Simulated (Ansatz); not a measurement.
Consider a test of the smearing width of Al, space group P6_3/mmc (the Python package of Ansatz (0.2.0)).

The script, `run_smear.py`:
```python
"""How the energy of Al depends on the smearing."""

import csv
import warnings

import ansatz as az

warnings.simplefilter("ignore", az.DeckWarning)

lattice = az.Lattice.of(
    (2.827077, 0.0, 0.0),
    (-1.413539, 2.448321, 0.0),
    (0.0, 0.0, 9.185993),
)
sites = [
    ("Al", (0.0, 0.0, 0.0)),
    ("Al", (1 / 3, 2 / 3, 0.25)),
    ("Al", (0.0, 0.0, 0.5)),
    ("Al", (2 / 3, 1 / 3, 0.75)),
]
cell = az.Crystal(lattice=lattice)
for symbol, position in sites:
    cell = cell.atom(symbol, position)

calculation = (
    cell.calculation()
    .basis(420)
    .functional("PBEsol")
    .pseudopotentials("paw")
    .kpoints(mesh=(10, 10, 3))
)

rows = []
for value in [0.25, 0.15, 0.1, 0.05, 0.025]:
    data = calculation.occupations("gaussian", width=value).run(threads=1).report
    rows.append((value, data["free_energy_ev"] / len(data["lattice"]["sites"]), data["n_iterations"], data["n_kpoints"]))

with open("smear.csv", "w", newline="") as handle:
    writer = csv.writer(handle)
    writer.writerow(["width (eV)", "F/atom (eV)", "iterations", "k-points"])
    writer.writerows([round(v, 5) if isinstance(v, float) else v for v in row] for row in rows)

# the last row is the reference
for row in rows[:-1]:
    shift = 1000 * (row[1] - rows[-1][1])
    print(f"{row[0]}: {shift:+.2f} meV/atom" + ("  (within 1 meV)" if abs(shift) < 1 else ""))
```

How much does the free energy per atom change between the narrowest and the widest smearing, and why?

Going from 0.025 to 0.25 eV changes F by -3.7 meV an atom. With this scheme F falls roughly as the square of the width; the report's estimate for zero width (energy_sigma0_ev) moves by only +0.3 meV.

The run itself:

```console
$ python run_smear.py
0.25: -3.70 meV/atom
0.15: -1.20 meV/atom
0.1: -0.50 meV/atom  (within 1 meV)
0.05: -0.12 meV/atom  (within 1 meV)
```

`smear.csv`, as written:
```csv
width (eV),F/atom (eV),iterations,k-points
0.25,-524.54687,6,28
0.15,-524.54437,6,28
0.1,-524.54367,6,28
0.05,-524.54329,6,28
0.025,-524.54317,6,28
```

What to keep in mind:
- For a metal this k-point mesh is coarse: on a finer one energies can move by several to tens of meV an atom and pressures by half a GPa or more, differences at one mesh by less.
- The narrowest width needs the finest mesh, so the last row is no converged reference.
- This isn't the structure that Al takes at ambient conditions.
- The whole script took 4.8 s on 1 thread of Arm Neoverse V2, on a shared host, peak memory 0.33 GiB.
